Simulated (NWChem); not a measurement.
# CH5BrSi (SMILES [H][Si]([H])(C)Br): levels of theory compared

Wanted: a comparison of 5 runs (HF/STO-3G, HF/3-21G, PBE/3-21G, B3LYP/6-31G*) of CH5BrSi. 

Program for the calculation: NWChem 7.3.0.

### 1 The molecule

The species is CH5BrSi (8 atoms), meant as a singlet with charge 0. As SMILES, `[H][Si]([H])(C)Br`. The shape is that of a GFN2-xTB optimisation.

Bond lengths: Si1–C4 1.888 Å, Si1–Br8 2.225 Å, Si1–H2 1.456 Å, Si1–H3 1.456 Å, C4–H5 1.086 Å, C4–H6 1.088 Å, C4–H7 1.088 Å. Some angles: C4–Si1–Br8 107.4°, Si1–C4–H5 111.0°, Si1–C4–H6 111.4°, Si1–C4–H7 111.2°, H2–Si1–C4 112.9°, H2–Si1–Br8 104.8°, H3–Si1–C4 112.9°, H3–Si1–Br8 105.0°, H5–C4–H6 107.8°, H5–C4–H7 107.7°.

### 2 Energy and gradient at HF/STO-3G (run 1)

m1.xyz reads:

```xyz
8

Si     0.502550    -0.619000     0.360310
H      0.454730    -0.720240     1.812290
H      1.852830    -0.738230    -0.171110
C     -0.417350     0.890380    -0.302810
H      0.023680     1.809870     0.070730
H     -1.463940     0.879390    -0.006670
H     -0.385230     0.925300    -1.390100
Br    -0.567270    -2.427470    -0.372630
```

run.py reads:

```python
from ase.io import read
from ase.calculators.nwchem import NWChem

mol = read('m1.xyz')

calc = NWChem(
    label='m1',
    theory='scf',
    memory='2200 mb',
    basis='STO-3G',
    basispar='spherical bse',
    scf={'nopen': '0', 'rhf': None, 'thresh': '1e-08', 'maxiter': '80'},
)
mol.calc = calc

forces = mol.get_forces()
e = mol.get_potential_energy()
print(f"E = {e:.6f} eV")
print("forces (eV/A):")
for s, f in zip(mol.symbols, forces):
    print(f"{s:2s} {f[0]:10.5f} {f[1]:10.5f} {f[2]:10.5f}")
print("dipole (e A):", mol.get_dipole_moment().round(4))
```

Run with:

```
$ export ASE_NWCHEM_COMMAND="nwchem PREFIX.nwi > PREFIX.nwo"
$ python run.py
```

The program printed:

```text
E = -78114.367752 eV
forces (eV/A):
Si   -0.17041   -0.39312   -0.09040
H     0.25490    0.34139   -0.88734
H    -0.74099    0.34797    0.53042
C     0.30617   -0.22045    0.16157
H    -0.04175   -0.10362   -0.03476
H     0.25742   -0.06361    0.00036
H     0.04633   -0.06885    0.27012
Br    0.08839    0.16033    0.04998
dipole (e A): [0.2474 0.4889 0.1679]
```

The calculator wrote m1.nwi:

```
title "m1"

permanent_dir m1

scratch_dir m1

start m1

geometry units angstrom nocenter noautosym noautoz
  Si 5.0255000000000005e-01 -6.1899999999999999e-01 3.6031000000000002e-01
  H  4.5473000000000002e-01 -7.2023999999999999e-01 1.8122900000000000e+00
  H  1.8528300000000000e+00 -7.3823000000000005e-01 -1.7111000000000001e-01
  C  -4.1735000000000000e-01 8.9037999999999995e-01 -3.0281000000000002e-01
  H  2.3680000000000000e-02 1.8098700000000001e+00 7.0730000000000001e-02
  H  -1.4639400000000000e+00 8.7939000000000001e-01 -6.6699999999999997e-03
  H  -3.8523000000000002e-01 9.2530000000000001e-01 -1.3900999999999999e+00
  Br -5.6727000000000005e-01 -2.4274700000000000e+00 -3.7263000000000002e-01
end

memory 2200 mb

basis spherical bse noprint
   * library STO-3G
end

scf
  nopen 0
  rhf
  thresh 1e-08
  maxiter 80
end

task scf gradient
```

m1.nwo:

```text
Northwest Computational Chemistry Package (NWChem) 7.3.0
             --------------------------------------------------------

           Job information
           ---------------

    nwchem branch   = 7.3.0
    use scalapack   = T
    input           = m1.nwi
    prefix          = m1.
    data base       = m1/m1.db
    status          = startup
    nproc           =        1

           Memory information
           ------------------

    heap     =     72089600 doubles =      550.0 Mbytes
    stack    =     72089597 doubles =      550.0 Mbytes
    global   =    144179200 doubles =     1100.0 Mbytes (distinct from heap & stack)
    total    =    288358397 doubles =     2200.0 Mbytes
    verify   = yes
    hardfail = no

           Directory information
           ---------------------

  0 permanent = m1
  0 scratch   = m1

                                NWChem Input Module
                                -------------------

                                        m1
                                        --

[... 126 lines left out ...]
 Convergence threshold     :          1.000E-08
[... 12 lines left out ...]
       Final RHF  results
[... 3 lines left out ...]
      One-electron energy =  -4480.343500367170
[... 1 line left out ...]
 Nuclear repulsion energy =    233.205016108813
[... 45 lines left out ...]
                       ROHF Final Molecular Orbital Analysis
[... 167 lines left out ...]
     1   1 0 0      0.467567      0.000000    -28.045008
[... 8 lines of this table left out ...]
     2   0 0 2    -27.129819      0.000000     44.562053

                              NWChem Gradients Module
                              -----------------------

                                        m1

  wavefunction    =   RHF

                         RHF ENERGY GRADIENTS

    atom               coordinates                        gradient
                 x          y          z           x          y          z
   1 Si      0.949682  -1.169740   0.680887    0.003314   0.007645   0.001758
   2 H       0.859315  -1.361056   3.424732   -0.004957  -0.006639   0.017256
   3 H       3.501341  -1.395052  -0.323351    0.014410  -0.006767  -0.010315
[... 4 lines of this table left out ...]
   8 Br     -1.071985  -4.587253  -0.704169   -0.001719  -0.003118  -0.000972

                 ----------------------------------------
                 |  Time  |  1-e(secs)   |  2-e(secs)   |
                 ----------------------------------------
                 |  CPU   |       0.00   |       0.86   |
                 ----------------------------------------
                 |  WALL  |       0.00   |       0.86   |
                 ----------------------------------------

 Task  times  cpu:        2.4s     wall:        2.4s
 Total times  cpu:        2.4s     wall:        2.4s
```

It took 3.6 s on 1 thread of Intel Xeon 6975P-C (Granite Rapids), shared host; peak memory 0.1 GiB.

### 3 Energy and gradient at HF/3-21G (run 2)

run.py reads:

```python
from ase import Atoms
from ase.calculators.nwchem import NWChem

system = Atoms(['Si', 'H', 'H', 'C', 'H', 'H', 'H', 'Br'], positions=[
    [0.502550, -0.619000, 0.360310],
    [0.454730, -0.720240, 1.812290],
    [1.852830, -0.738230, -0.171110],
    [-0.417350, 0.890380, -0.302810],
    [0.023680, 1.809870, 0.070730],
    [-1.463940, 0.879390, -0.006670],
    [-0.385230, 0.925300, -1.390100],
    [-0.567270, -2.427470, -0.372630],
])

calc = NWChem(
    label='mymol',
    theory='scf',
    memory='2200 mb',
    basis='3-21G',
    basispar='spherical bse',
    scf={'nopen': '0', 'rhf': None, 'thresh': '1e-08', 'maxiter': '80'},
)
system.calc = calc

forces = system.get_forces()
print(f"energy = {system.get_potential_energy():.6f} eV")
print("forces (eV/A):")
for s, f in zip(system.symbols, forces):
    print(f"{s:2s} {f[0]:10.5f} {f[1]:10.5f} {f[2]:10.5f}")
print("dipole (e A):", system.get_dipole_moment().round(4))
```

Run with:

```
$ export ASE_NWCHEM_COMMAND="nwchem PREFIX.nwi > PREFIX.nwo"
$ python run.py
```

The program printed:

```text
energy = -78587.556128 eV
forces (eV/A):
Si    0.22039    0.95419    0.16702
H     0.17257    0.19628    0.48836
H     0.52430    0.18733   -0.00658
C    -0.13637    0.46378   -0.14105
H     0.02268    0.01568    0.01646
H     0.13154   -0.06865    0.02787
H     0.04309   -0.07148    0.12953
Br   -0.97825   -1.67718   -0.68165
dipole (e A): [0.2023 0.5731 0.1354]
```

The calculator wrote mymol.nwi:

```
title "mymol"

permanent_dir mymol

scratch_dir mymol

start mymol

geometry units angstrom nocenter noautosym noautoz
  Si 5.0255000000000005e-01 -6.1899999999999999e-01 3.6031000000000002e-01
  H  4.5473000000000002e-01 -7.2023999999999999e-01 1.8122900000000000e+00
  H  1.8528300000000000e+00 -7.3823000000000005e-01 -1.7111000000000001e-01
  C  -4.1735000000000000e-01 8.9037999999999995e-01 -3.0281000000000002e-01
  H  2.3680000000000000e-02 1.8098700000000001e+00 7.0730000000000001e-02
  H  -1.4639400000000000e+00 8.7939000000000001e-01 -6.6699999999999997e-03
  H  -3.8523000000000002e-01 9.2530000000000001e-01 -1.3900999999999999e+00
  Br -5.6727000000000005e-01 -2.4274700000000000e+00 -3.7263000000000002e-01
end

memory 2200 mb

basis spherical bse noprint
   * library 3-21G
end

scf
  nopen 0
  rhf
  thresh 1e-08
  maxiter 80
end

task scf gradient
```

mymol.nwo:

```text
Northwest Computational Chemistry Package (NWChem) 7.3.0
             --------------------------------------------------------

           Job information
           ---------------

    nwchem branch   = 7.3.0
    use scalapack   = T
    input           = mymol.nwi
    prefix          = mymol.
    data base       = mymol/mymol.db
    status          = startup
    nproc           =        1

           Memory information
           ------------------

    heap     =     72089600 doubles =      550.0 Mbytes
    stack    =     72089597 doubles =      550.0 Mbytes
    global   =    144179200 doubles =     1100.0 Mbytes (distinct from heap & stack)
    total    =    288358397 doubles =     2200.0 Mbytes
    verify   = yes
    hardfail = no

           Directory information
           ---------------------

  0 permanent = mymol
  0 scratch   = mymol

                                NWChem Input Module
                                -------------------

                                       mymol
                                       -----

[... 126 lines left out ...]
 Convergence threshold     :          1.000E-08
[... 12 lines left out ...]
       Final RHF  results
[... 3 lines left out ...]
      One-electron energy =  -4488.716388968917
[... 1 line left out ...]
 Nuclear repulsion energy =    233.205016108813
[... 48 lines left out ...]
                       ROHF Final Molecular Orbital Analysis
[... 188 lines left out ...]
     1   1 0 0      0.382198      0.000000    -28.045008
[... 8 lines of this table left out ...]
     2   0 0 2    -30.621364      0.000000     44.562053

                              NWChem Gradients Module
                              -----------------------

                                       mymol

  wavefunction    =   RHF

                         RHF ENERGY GRADIENTS

    atom               coordinates                        gradient
                 x          y          z           x          y          z
   1 Si      0.949682  -1.169740   0.680887   -0.004286  -0.018556  -0.003248
   2 H       0.859315  -1.361056   3.424732   -0.003356  -0.003817  -0.009497
   3 H       3.501341  -1.395052  -0.323351   -0.010196  -0.003643   0.000128
[... 4 lines of this table left out ...]
   8 Br     -1.071985  -4.587253  -0.704169    0.019024   0.032616   0.013256

                 ----------------------------------------
                 |  Time  |  1-e(secs)   |  2-e(secs)   |
                 ----------------------------------------
                 |  CPU   |       0.00   |       0.87   |
                 ----------------------------------------
                 |  WALL  |       0.00   |       0.87   |
                 ----------------------------------------

 Task  times  cpu:        2.9s     wall:        2.9s
 Total times  cpu:        2.9s     wall:        2.9s
```

Wall time 4.2 s (1 thread of Intel Xeon 6975P-C (Granite Rapids), shared host); peak memory 0.099 GiB.

Runs 3 to 4 aren't shown in full; the table further down has their settings and results.

### 4 Energy and forces at B3LYP/6-31G(d) (Cartesian functions) (run 5)

ch5brsi.nw reads:

```
start ch5brsi
title "CH5BrSi gradient"
memory total 2200 mb

geometry units angstroms noautosym nocenter noautoz
Si     0.502550    -0.619000     0.360310
H      0.454730    -0.720240     1.812290
H      1.852830    -0.738230    -0.171110
C     -0.417350     0.890380    -0.302810
H      0.023680     1.809870     0.070730
H     -1.463940     0.879390    -0.006670
H     -0.385230     0.925300    -1.390100
Br    -0.567270    -2.427470    -0.372630
end

basis cartesian
* library 6-31G*
end

dft
xc b3lyp
grid xfine
convergence energy 1e-08
maxiter 100
mulliken
end

task dft gradient
```

Run with:

```
$ nwchem ch5brsi.nw > ch5brsi.out
```

The program printed:

```text
[...]
          Wavefunction type:  closed shell.
          No. of atoms     :     8
          No. of electrons :    60
[...]
          Charge           :     0
          Spin multiplicity:     1
[...]
          AO basis - number of functions:    79
[...]
              XC Information
              --------------
                         B3LYP Method XC Potential
                     Hartree-Fock (Exact) Exchange  0.200
                        Slater Exchange Functional  0.800 local
                    Becke 1988 Exchange Functional  0.720 non-local
              Lee-Yang-Parr Correlation Functional  0.810
                  VWN I RPA Correlation Functional  0.190 local
[...]
 d= 0,ls=0.0,diis     1  -2904.5038461399 -3.14D+03  1.13D-02  1.52D+00     3.5
[...]
 d= 0,ls=0.0,diis     8  -2904.5441716097  6.71D-09  3.13D-06  1.34D-07    19.4
         Total DFT energy =    -2904.544171609713
      One electron energy =    -4502.169093977702
           Coulomb energy =     1483.993392619486
    Exchange-Corr. energy =     -119.573486360311
 Nuclear repulsion energy =      233.205016108813
[...]
      Total Density - Mulliken Population Analysis
     ---------------------------------------------
    Atom       Charge   Shell Charges
 -----------   ------   -------------------------------------------------------
    1 Si  14    13.50   2.00  1.99  5.96  1.06  1.85  0.20  0.28  0.16
    2 H    1     1.05   0.52  0.53
    3 H    1     1.05   0.52  0.53
    4 C    6     6.67   1.99  0.67  2.14  0.68  1.16  0.02
    5 H    1     0.82   0.52  0.30
    6 H    1     0.81   0.52  0.29
    7 H    1     0.81   0.52  0.30
    8 Br  35    35.29   2.00  1.99  6.00  1.93  5.99  1.61  3.87  0.39  1.43  7.02  2.95  0.12
[...]
  wavefunction    = closed shell
                         DFT ENERGY GRADIENTS
    atom               coordinates                        gradient
                 x          y          z           x          y          z
   1 Si      0.949682  -1.169740   0.680887    0.012997  -0.006715   0.008828
   2 H       0.859315  -1.361056   3.424732   -0.002855  -0.002258  -0.010584
   3 H       3.501341  -1.395052  -0.323351   -0.011053  -0.002089   0.000922
   4 C      -0.788677   1.682574  -0.572228   -0.004315   0.003912  -0.002338
   5 H       0.044749   3.420158   0.133660   -0.003392  -0.006334  -0.002787
   6 H      -2.766445   1.661806  -0.012604    0.004193   0.001527  -0.002582
   7 H      -0.727979   1.748563  -2.626908   -0.001186   0.001277   0.004504
   8 Br     -1.071985  -4.587253  -0.704169    0.005611   0.010680   0.004037
[...]
```

It took 28 s on 1 thread of Intel Xeon 6975P-C (Granite Rapids), shared host; peak memory 0.14 GiB.

### 5 Overview of the runs

| run | level | iteration cap | module | energy (Eh) | dipole moment (D) | HOMO energy (eV) | LUMO energy (eV) | wall time |
| --- | --- | --- | --- | --- | --- | --- | --- | --- |
| 1 | HF/STO-3G | 80 | scf | -2870.650090 | 2.75 | -8.05 | 9.67 | 3.6 s |
| 2 | HF/3-21G | 80 | scf | -2888.039443 | 2.99 | -10.77 | 3.60 | 4.2 s |
| 3 | PBE/3-21G | 100 | dft | -2890.037681 | 2.36 | -6.50 | -0.48 | 14 s |
| 4 | B3LYP/6-31G* (spherical functions) | 100 | dft | -2904.533171 | 2.45 | -7.77 | -0.02 | 28 s |
| 5 | B3LYP/6-31G* (Cartesian functions) | 100 | dft | -2904.544172 | 2.44 | -7.77 | -0.03 | 28 s |

### 6 What came out

| quantity | value |
| --- | --- |
| run 5: total energy | -2904.54417 Eh |
| run 5: dipole moment | 2.44 D |
| run 5: HOMO energy | -7.77 eV |
| run 5: LUMO energy | -0.03 eV |
| run 5: HOMO–LUMO gap | 7.75 eV |
| run 5: largest force on an atom | 0.879 eV/Å |

In words: The dipole moment (its size) runs from 2.36 D (PBE/3-21G) to 2.99 D (HF/3-21G). The HOMO–LUMO gap runs from 6.02 eV (PBE/3-21G) to 17.71 eV (HF/STO-3G). The two ends differ in method and basis. Totals of different functionals can't be ranked against each other. In run 1 the basis is minimal, so the values are rough. All runs together took 78 s, the longest 28 s.
